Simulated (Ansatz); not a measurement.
**AlBH₆OSi: up Jacob's ladder to CCSD(T)**

An exercise on one series of results from a longer session: the logs are not shown, and one member is left open.

Computed with Ansatz 0.2.0, Gaussian basis. Level: functionals in def2-TZVPP, the program's frozen cores in correlated methods.

The runs, in order: LDA (SPW92), PBE-D4, revPBE-D4, BLYP-D4, r2SCAN-D4, B97M-V, PBE0-D4, B3LYP-D4, r2SCANh-D4, r2SCAN0-D4, HSE06-D4, BHLYP-D4, CAM-B3LYP-D4, LC-ωPBE, ωB97X-V, ωB97M-V, B2PLYP, PBE-QIDH; CCSD(T)/def2-SVP; CCSD(T)/def2-TZVPP; MP2/def2-QZVPP; extrapolation to the limit; RPA on PBE.

## The relaxed structure

The geometry comes from an earlier relaxation with PBE0-D4 in a triple-zeta def2 set; it is a stationary point, not always the lowest conformer.

SMILES `[BH2][AlH][O][SiH3]`, 10 atoms, charge 0, spin multiplicity 1.

Atoms are counted from 1 here; the program's logs count them from 0.

Bond lengths: B1–Al2 2.122 Å, B1–H5 1.200 Å, B1–H6 1.200 Å, Al2–O3 1.690 Å, Al2–H7 1.588 Å, O3–Si4 1.621 Å, Si4–H8 1.487 Å, Si4–H9 1.489 Å, Si4–H10 1.487 Å. Angles: Al2–B1–H5 122.7°, Al2–B1–H6 122.8°, H5–B1–H6 114.5°, B1–Al2–O3 117.9°, B1–Al2–H7 125.4°, O3–Al2–H7 116.6°, Al2–O3–Si4 173.8°, O3–Si4–H8 110.2°, O3–Si4–H9 110.6°, O3–Si4–H10 110.2°, H8–Si4–H9 108.5°, H8–Si4–H10 108.8°, H9–Si4–H10 108.4°.

The first run:

The input, in.yaml:

```yaml
crystal:
  periodic: [false, false, false]
  atoms:
    - {symbol: B, position_ang: [-1.734565, 1.840041, 0.032452]}
    - {symbol: Al, position_ang: [0.290455, 1.285373, 0.337043]}
    - {symbol: O, position_ang: [0.716548, -0.329591, 0.077600]}
    - {symbol: Si, position_ang: [0.957987, -1.906842, -0.210200]}
    - {symbol: H, position_ang: [-2.558611, 1.791376, 0.902856]}
    - {symbol: H, position_ang: [-2.148260, 2.233360, -1.022681]}
    - {symbol: H, position_ang: [1.455302, 2.264707, 0.791931]}
    - {symbol: H, position_ang: [1.408613, -2.591480, 1.031104]}
    - {symbol: H, position_ang: [-0.300018, -2.553288, -0.676196]}
    - {symbol: H, position_ang: [1.995751, -2.084755, -1.260809]}
basis:
  gaussian: {orbitals: def2-TZVPP}
hamiltonian: {xc: lda}
output: {orbitals: {seedname: orbitals}}
```

Run with:

```bash
$ ansatz run in.yaml --threads 2 --pin off --events-out ev --progress --plain --max-ram 4352MiB
```

Steps of the session up to this table: LDA; PBE-D4 (GGA); revPBE-D4 (GGA); BLYP-D4 (GGA); r2SCAN-D4 (meta-GGA); B97M-V (meta-GGA); B3LYP-D4 (hybrid); r2SCANh-D4 (hybrid); r2SCAN0-D4 (hybrid); HSE06-D4 (hybrid); BHLYP-D4 (hybrid); CAM-B3LYP-D4 (range-separated); LC-ωPBE (range-separated); ωB97X-V (range-separated); ωB97M-V (range-separated); B2PLYP (double hybrid); PBE-QIDH (double hybrid).

One of the session's tables, all rows but one given; the rest of the session is left out.

It belongs to the step «Orbital energies across the functionals». 

```
  functional  HOMO (eV)  LUMO (eV)  gap (eV)
 LDA (SPW92)      -6.35      -3.84      2.50
      PBE-D4      -6.28      -3.55      2.73
   revPBE-D4      -6.25      -3.43      2.82
     BLYP-D4      -6.18      -3.35      2.83
   r2SCAN-D4      -6.53      -3.17      3.36
      B97M-V      -6.62      -3.38      3.25
     PBE0-D4      -7.48      -2.51      4.97
    B3LYP-D4      -7.29      -2.69      4.60
  r2SCANh-D4      -6.97      -2.82      4.16
  r2SCAN0-D4      -7.64      -2.30      5.34
    HSE06-D4      -7.08      -2.89      4.19
    BHLYP-D4      -8.60      -1.41      7.19
CAM-B3LYP-D4      -8.82      -1.35      7.47
     LC-ωPBE     -10.15      -0.15     10.00
     ωB97X-V          ?          ?         ?
     ωB97M-V      -9.62      -0.56      9.06
```

Q: Estimate the row for ωB97X-V from the others.

The run gave: HOMO (eV): -9.81; LUMO (eV): -0.27; gap (eV): 9.54. In the column «HOMO (eV)» it lies between LC-ωPBE (-10.15) and ωB97M-V (-9.62).
